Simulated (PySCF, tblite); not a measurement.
# C₅H₁₁GeNO₂: geometry, infrared bands and NMR shifts

What infrared bands and NMR shifts should C₅H₁₁GeNO₂ (`CC(=O)[C@](C)([GeH3])C(N)=O`) show?

Programs: tblite 0.8.0 and PySCF 2.14.0, with density-fitted response routines of our own. Each step states its level of theory. These are calculated values for one molecule in the gas phase, unless marked as measured. Atoms count from 0, in the outputs and in this text.

## (1) Starting geometry

20 atoms, charge 0, multiplicity 1; geometry from: force field or distance geometry start.

Bonds of the start (Å): C0–C1 1.47, C1–O2 1.22, C1–C3 1.49, C3–C4 1.53, C3–Ge5 1.94, C3–C6 1.47, C6–N7 1.44, C6–O8 1.27, C0–H9 1.12, C0–H10 1.11, C0–H11 1.12, C4–H12 1.11, C4–H13 1.11, C4–H14 1.11, Ge5–H15 1.54, Ge5–H16 1.54, Ge5–H17 1.56, N7–H18 1.03, N7–H19 1.06.

## (2) Relaxing the molecule with GFN2-xTB

Job settings and geometry (Å):

```
{"job": {"kind": "relax", "xc": "GFN2-xTB", "basis": "xTB"}, "charge": 0, "multiplicity": 1}
C     -2.098500    -0.521600    -0.791500
C     -0.777000    -0.973900    -0.331600
O     -0.484100    -2.161200    -0.327500
C      0.189900     0.058800     0.141900
C     -0.495200     0.741800     1.331600
Ge     0.536200     1.410700    -1.201600
C      1.452400    -0.529900     0.615100
N      2.214700    -1.294400    -0.330300
O      1.861000    -0.374100     1.808900
H     -2.900800    -0.898300    -0.113700
H     -2.068200     0.589000    -0.827900
H     -2.312100    -0.890000    -1.826300
H     -1.125200     1.574800     0.951000
H     -1.099200    -0.018600     1.864400
H      0.297600     1.135700     1.998200
H      1.771400     1.005400    -2.035200
H     -0.732100     1.635100    -2.045100
H      0.866000     2.711100    -0.400600
H      3.008300    -0.894000    -0.858000
H      1.889800    -2.295800    -0.444300
```

The run is started by

```
$ OMP_NUM_THREADS=1 python probes_run.py task.json out
```

This one command runs all jobs of the session in turn.

What it wrote:

```text
step      E/eV     max force
  0    -795.24206    4.408
  1    -795.54372    4.524
  2    -795.74293    0.712
  3    -795.79897    0.658
  4    -795.89468    0.853
  5    -795.97030    1.189
  6    -796.06460    1.332
  7    -796.15666    0.840
  8    -796.27656    1.071
  9    -796.33258    0.662
 10    -796.37016    0.966
 11    -796.41150    0.540
 12    -796.44578    0.528
 13    -796.46819    0.490
 14    -796.49552    0.715
 15    -796.53423    0.916
 16    -796.57921    0.922
 17    -796.63515    0.994
 18    -796.68492    0.740
 19    -796.73045    0.843
 20    -796.77205    0.781
 21    -796.79844    1.051
 22    -796.83609    0.642
 23    -796.85423    0.341
 24    -796.86450    0.231
 25    -796.87307    0.246
 26    -796.88127    0.194
 27    -796.88555    0.251
 28    -796.88825    0.156
 29    -796.89246    0.174
 30    -796.90162    0.225
 31    -796.90950    0.235
 32    -796.91601    0.216
 33    -796.92140    0.162
 34    -796.92684    0.162
 35    -796.93290    0.184
 36    -796.93908    0.238
 37    -796.94431    0.267
 38    -796.94900    0.228
 39    -796.95370    0.184
 40    -796.95905    0.209
 41    -796.96484    0.213
 42    -796.97161    0.195
 43    -796.97914    0.239
 44    -796.98718    0.324
 45    -796.99254    0.420
 46    -797.00016    0.217
 47    -797.00651    0.168
 48    -797.01546    0.188
 49    -797.01997    0.215
 50    -797.02355    0.126
 51    -797.02541    0.101
 52    -797.02741    0.102
 53    -797.02981    0.126
 54    -797.03219    0.271
 55    -797.03452    0.124
 56    -797.03649    0.092
 57    -797.03793    0.100
 58    -797.03930    0.092
 59    -797.04118    0.124
 60    -797.04281    0.134
 61    -797.04470    0.136
 62    -797.04705    0.130
 63    -797.04929    0.111
 64    -797.05107    0.108
 65    -797.05253    0.146
 66    -797.05418    0.173
 67    -797.05614    0.138
 68    -797.05919    0.104
 69    -797.06025    0.108
 70    -797.06204    0.076
 71    -797.06321    0.075
 72    -797.06430    0.079
 73    -797.06503    0.054
 74    -797.06573    0.078
 75    -797.06648    0.065
 76    -797.06745    0.079
 77    -797.06817    0.066
 78    -797.06889    0.061
 79    -797.06952    0.073
 80    -797.07023    0.069
 81    -797.07092    0.077
 82    -797.07146    0.064
 83    -797.07186    0.046
 84    -797.07232    0.063
 85    -797.07287    0.078
 86    -797.07348    0.061
 87    -797.07406    0.055
 88    -797.07456    0.041
 89    -797.07503    0.065
 90    -797.07560    0.073
 91    -797.07629    0.053
 92    -797.07696    0.075
 93    -797.07757    0.058
 94    -797.07841    0.109
 95    -797.07953    0.130
 96    -797.08114    0.128
 97    -797.08246    0.085
 98    -797.08345    0.079
 99    -797.08416    0.099
100    -797.08513    0.114
101    -797.08672    0.123
102    -797.08922    0.145
103    -797.09083    0.115
104    -797.09205    0.201
105    -797.09408    0.162
106    -797.09597    0.088
107    -797.09826    0.073
108    -797.09932    0.085
109    -797.09998    0.063
110    -797.10065    0.056
111    -797.10210    0.060
112    -797.10396    0.134
113    -797.10619    0.106
114    -797.10748    0.329
115    -797.10968    0.092
116    -797.11083    0.082
117    -797.11170    0.066
118    -797.11264    0.083
119    -797.11391    0.095
120    -797.11516    0.071
121    -797.11593    0.067
122    -797.11652    0.047
123    -797.11721    0.067
124    -797.11775    0.057
125    -797.11827    0.056
126    -797.11866    0.049
127    -797.11899    0.049
128    -797.11927    0.034
129    -797.11952    0.037
130    -797.11974    0.035
131    -797.11994    0.029
132    -797.12009    0.031
133    -797.12021    0.028
134    -797.12031    0.025
135    -797.12040    0.021
136    -797.12048    0.020
137    -797.12055    0.022
138    -797.12061    0.021
139    -797.12067    0.016
140    -797.12072    0.018
141    -797.12078    0.019
142    -797.12083    0.015
143    -797.12087    0.015
144    -797.12093    0.020
145    -797.12101    0.020
146    -797.12110    0.024
147    -797.12121    0.028
148    -797.12134    0.029
149    -797.12147    0.028
150    -797.12162    0.028
151    -797.12178    0.032
152    -797.12193    0.030
153    -797.12207    0.030
154    -797.12221    0.046
155    -797.12234    0.052
156    -797.12247    0.046
157    -797.12260    0.027
158    -797.12270    0.020
159    -797.12277    0.016
160    -797.12282    0.014
161    -797.12286    0.013
162    -797.12290    0.014
163    -797.12293    0.012
164    -797.12296    0.011
165    -797.12297    0.009
```

It took 2.4 s on 1 thread of Intel Xeon Platinum 8259CL at 2.50GHz, shared host; peak memory 0.18 GiB.

The steps of the relaxation: (not every step is listed)

```
step  energy from step 0 (eV)  largest force (eV/Å)
   0                   0.0000                4.4075
   1                  -0.3017                4.5245
   2                  -0.5009                0.7120
   3                  -0.5569                0.6583
   4                  -0.6526                0.8532
   5                  -0.7282                1.1893
   6                  -0.8225                1.3324
   7                  -0.9146                0.8399
   8                  -1.0345                1.0709
  23                  -1.6122                0.3411
  38                  -1.7069                0.2276
  53                  -1.7877                0.1262
  68                  -1.8171                0.1036
  83                  -1.8298                0.0457
  98                  -1.8414                0.0790
 113                  -1.8641                0.1056
 128                  -1.8772                0.0341
 143                  -1.8788                0.0154
 158                  -1.8806                0.0204
 160                  -1.8808                0.0141
 161                  -1.8808                0.0133
 162                  -1.8808                0.0145
 163                  -1.8809                0.0121
 164                  -1.8809                0.0112
 165                  -1.8809                0.0094
```

Distances of close pairs at the start and the end, largest changes first:

```
   bond  before (Å)  after (Å)  change (Å)
 C3–Ge5       1.937      2.015      +0.078
  C6–N7       1.435      1.358      -0.077
Ge5–H17       1.563      1.493      -0.069
  C6–O8       1.271      1.209      -0.063
  C3–C6       1.471      1.527      +0.055
Ge5–H15       1.544      1.490      -0.054
 N7–H19       1.059      1.015      -0.044
Ge5–H16       1.540      1.505      -0.034
```

The end geometry stands in the next job.

## (3) Vibrational analysis with GFN2-xTB

Job settings and geometry (Å):

```
{"job": {"kind": "ir", "xc": "GFN2-xTB", "basis": "xTB"}, "charge": 0, "multiplicity": 1}
C     -2.160255    -0.945151    -0.469220
C     -0.693145    -0.795291    -0.746161
O     -0.152806    -1.427594    -1.638397
C      0.084888     0.167998     0.084512
C     -0.688453     0.905064     1.166943
Ge     0.913984     1.461555    -1.219833
C      1.312334    -0.505502     0.692914
N      2.126031    -1.098641    -0.217915
O      1.570585    -0.419193     1.870491
H     -2.321833    -1.232260     0.567176
H     -2.665322     0.003476    -0.641187
H     -2.578584    -1.701257    -1.129019
H     -1.489430     1.507217     0.740891
H     -1.105229     0.214188     1.897654
H     -0.003590     1.563883     1.699586
H      1.371736     0.761961    -2.453047
H     -0.130705     2.486331    -1.572810
H      2.049376     2.163412    -0.550012
H      2.874838    -1.661193     0.159369
H      1.680433    -1.438324    -1.064364
```

What it wrote:

```text
mode    cm-1     km/mol
  1      37.9      3.71
  2      70.9      7.73
  3      96.9      0.38
  4     135.5      5.02
  5     143.6      1.46
  6     149.6      0.99
  7     232.6      2.17
  8     247.8      9.17
  9     261.1     11.23
 10     311.0      3.92
 11     336.5      3.12
 12     397.4      2.51
 13     486.5     28.32
 14     497.7     34.77
 15     513.5     24.26
 16     537.5     11.80
 17     560.9      1.54
 18     576.2     10.50
 19     621.0      1.93
 20     641.9     75.76
 21     694.8     24.71
 22     763.0    610.88
 23     787.3     46.40
 24     824.0    120.71
 25     842.4    123.36
 26     882.3     19.35
 27     986.8     26.70
 28     989.3     31.87
 29    1061.7     11.36
 30    1078.0     14.67
 31    1109.4     26.73
 32    1158.0     45.10
 33    1229.1    313.72
 34    1265.2     59.64
 35    1364.2     36.57
 36    1410.6     12.89
 37    1441.6    133.78
 38    1444.4     71.94
 39    1452.8      6.15
 40    1477.3      4.57
 41    1498.6     10.88
 42    1682.8    247.33
 43    1759.8    518.63
 44    1951.7    177.26
 45    2062.7    343.03
 46    2108.0    376.71
 47    3006.5     22.52
 48    3013.2     20.44
 49    3019.6     11.78
 50    3025.8      9.64
 51    3032.9      6.68
 52    3051.7     10.40
 53    3323.1     87.04
 54    3468.1     13.36
```

It took 1.4 s on 1 thread of Intel Xeon Platinum 8259CL at 2.50GHz, shared host; peak memory 0.18 GiB.

The strongest bands and the atoms that carry them (share of the mass-weighted mode):

```
cm⁻¹  km/mol                                  atoms
 763   610.9           H15 28 %, H17 23 %, H16 22 %
1229   313.7    C6 28 %, C3 18 %, C1 18 %, H18 16 %
1442   133.8  H19 21 %, H10 17 %, H9 16 %, H18 15 %
1683   247.3                       C1 61 %, O2 35 %
1760   518.6                       C6 63 %, O8 33 %
1952   177.3           H16 77 %, H17 13 %, H15 10 %
2063   343.0           H17 57 %, H16 22 %, H15 20 %
2108   376.7                     H15 68 %, H17 30 %
```

## (4) Shielding tensors: PBE0/pcSseg-1

The job, as its differences from that of step 3:

```diff
@@ -1,2 +1,2 @@
-{"job": {"kind": "ir", "xc": "GFN2-xTB", "basis": "xTB"}, "charge": 0, "multiplicity": 1}
+{"job": {"kind": "nmr", "xc": "PBE0", "basis": "pcSseg-1"}, "charge": 0, "multiplicity": 1}
 C     -2.160255    -0.945151    -0.469220
```

Level: GIAO PBE0/pcSseg-1 NMR shielding, non-relativistic, gas phase.

What it wrote:

```text
coarse grid: 75992 points
cycle   1  E = -2478.1094037290  dE =  7.664e-01  |g| = 1.396e+00  |ddm| = 4.184e+00
cycle   2  E = -2477.2621670355  dE =  8.472e-01  |g| = 2.493e+00  |ddm| = 3.848e+00
cycle   3  E = -2478.3531600035  dE = -1.091e+00  |g| = 4.576e-01  |ddm| = 3.226e+00
cycle   4  E = -2478.3897249951  dE = -3.656e-02  |g| = 1.064e-01  |ddm| = 4.310e-01
cycle   5  E = -2478.3913593691  dE = -1.634e-03  |g| = 2.561e-02  |ddm| = 8.988e-02
cycle   6  E = -2478.3914609348  dE = -1.016e-04  |g| = 1.362e-02  |ddm| = 2.980e-02
cycle   7  E = -2478.3914943533  dE = -3.342e-05  |g| = 3.635e-03  |ddm| = 1.423e-02
cycle   8  E = -2478.3914968681  dE = -2.515e-06  |g| = 7.909e-04  |ddm| = 3.589e-03
final grid: 161584 points
cycle   9  E = -2478.3914643558  dE =  9.677e-08  |g| = 1.356e-03  |ddm| = 3.689e-03
cycle  10  E = -2478.3914634368  dE =  9.191e-07  |g| = 2.619e-03  |ddm| = 3.432e-03
cycle  11  E = -2478.3914647000  dE = -1.263e-06  |g| = 2.369e-04  |ddm| = 2.366e-03
cycle  12  E = -2478.3914647116  dE = -1.164e-08  |g| = 2.552e-05  |ddm| = 2.103e-04
cycle  13  E = -2478.3914647118  dE = -1.069e-10  |g| = 9.008e-06  |ddm| = 2.531e-05
converged SCF energy = -2478.3914647118

GIAO shielding tensors (ppm)
atom      isotropic    diamagn.    paramagn.     s11        s22        s33       span
  0 C      156.091     251.414     -95.323    138.080    144.275    185.919     47.838
  1 C      -33.124     251.218    -284.341   -113.848    -85.224     99.702    213.550
  2 O     -289.143     403.207    -692.351   -808.789   -382.234    323.593   1132.382
  3 C      130.718     258.449    -127.730    109.757    139.276    143.121     33.364
  4 C      168.732     245.904     -77.171    163.045    165.792    177.360     14.315
  5 Ge    1453.943    2756.858   -1302.915   1271.526   1437.684   1652.618    381.092
  6 C       12.854     246.503    -233.649    -76.064     25.426     89.201    165.264
  7 N      150.339     326.117    -175.778     60.250    166.565    224.201    163.951
  8 O      -88.203     400.452    -488.655   -395.400   -194.241    325.033    720.433
  9 H       29.166      30.542      -1.376     24.727     29.935     32.835      8.108
 10 H       29.297      30.489      -1.192     25.428     29.518     32.946      7.518
 11 H       29.544      28.681       0.863     25.631     27.712     35.289      9.658
 12 H       30.501      31.986      -1.485     27.257     28.590     35.657      8.399
 13 H       29.800      31.563      -1.763     26.099     26.901     36.400     10.300
 14 H       29.765      31.087      -1.322     25.727     28.114     35.454      9.727
 15 H       27.482      30.520      -3.038     20.524     23.860     38.061     17.536
 16 H       27.875      30.181      -2.306     20.808     23.898     38.920     18.112
 17 H       27.766      29.781      -2.015     21.604     23.226     38.469     16.865
 18 H       27.532      30.942      -3.410     22.920     23.357     36.321     13.401
 19 H       23.861      35.097     -11.237     16.828     25.527     29.226     12.398
```

Wall time 76 s (1 thread of Intel Xeon Platinum 8259CL at 2.50GHz, shared host); peak memory 0.97 GiB.

Shifts follow as δ = σ(reference) − σ, with reference shieldings (ppm) from runs at the same level and on the same kind of geometry: 1H TMS 31.72, 13C TMS 186.9, 15N NH3 267.7, 17O H2O 336.1, 73Ge GeMe4 1331. The references are single molecules in the gas phase, so shifts against H2O, NH3, PH3, H3PO4 or CFCl3 are not on the usual liquid scales and can be off by tens of ppm. Atoms listed in one row are averaged.

```
        atoms                                                 environment  σ (ppm)  δ (ppm)
           C1                                      ketone carbonyl carbon    -33.1    220.0
           C6                                       amide carbonyl carbon     12.9    174.1
           C3  fully substituted sp3 carbon bonded to Ge, α to a carbonyl    130.7     56.2
           C0                               methyl carbon α to a carbonyl    156.1     30.8
           C4                                               methyl carbon    168.7     18.2
          H19                          hydrogen on an amide-type nitrogen    23.86     7.86
          H18                          hydrogen on an amide-type nitrogen    27.53     4.18
H15, H16, H17                         hydrogen on a germanium bonded to C    27.71     4.01
 H9, H10, H11                 hydrogen on a methyl carbon α to a carbonyl    29.34     2.38
H12, H13, H14                                 hydrogen on a methyl carbon    30.02     1.69
           O2                                               ketone oxygen   -289.1    625.2
           O8                                  amide-type carbonyl oxygen    -88.2    424.3
          Ge5                                  germanium bonded to C, 3 H     1454     -123
           N7                                         amide-type nitrogen    150.3    117.4
```

The run also stored atomic charges by several schemes (e):

```
atoms  Mulliken    IAO  Hirshfeld  ESP fit
   C0     -0.23  -0.47      -0.12    -0.56
   C1      0.31   0.39       0.17     0.60
   O2     -0.41  -0.44      -0.22    -0.54
   C3     -0.97  -0.28      -0.07     0.04
   C4     -0.09  -0.41      -0.13    -0.65
  Ge5      0.35   0.51       0.31     0.24
   C6      0.55   0.44       0.17     0.60
   N7     -0.38  -0.52      -0.18    -0.86
   O8     -0.41  -0.49      -0.28    -0.52
```

Mayer bond orders: C0–C1 1.07, C1–O2 1.89, C1–C3 0.86, C3–C4 1.05, C3–Ge5 0.76, C3–C6 0.86, C6–N7 1.20, C6–O8 1.97.

## (5) Results

```
                                                              quantity                               value
                             strongest single infrared mode (GFN2-xTB)                763 cm⁻¹, 611 km/mol
                                          zero-point energy (GFN2-xTB)                       93.1 kcal/mol
                                13C shifts against TMS (PBE0/pcSseg-1)  220.0, 174.1, 56.2, 30.8, 18.2 ppm
1H shifts against TMS (PBE0/pcSseg-1, means over atoms taken as alike)    7.86, 4.18, 4.01, 2.38, 1.69 ppm
                                17O shifts against H2O (PBE0/pcSseg-1)                    625.2, 424.3 ppm
                             73Ge shifts against GeMe4 (PBE0/pcSseg-1)                            -123 ppm
                                15N shifts against NH3 (PBE0/pcSseg-1)                           117.4 ppm
```

The optimisation took 165 steps and gained 1.881 eV; among the close pairs (by a distance rule), C3–Ge5 changed most, from 1.937 to 2.015 Å. All 54 modes are real, so the xTB geometry is a minimum. The strongest single mode, at 763 cm⁻¹, has its largest shares on H15, H17 and H16 (the list is cut at 3 atoms). Unscaled tight-binding wavenumbers are off by several per cent, some by more. Its intensities can rank the bands wrongly. The most deshielded carbon is C1 (ketone carbonyl carbon), at 220.0 ppm: low-lying n→π* states of the double bond to the heteroatom give a large paramagnetic term (-284 ppm). At PBE0/pcSseg-1: The widest tensor belongs to O2: span 1132 ppm, with a paramagnetic part of -692 ppm. Spin-orbit coupling is left out, which matters for shieldings and couplings at and beside the heavy atoms.
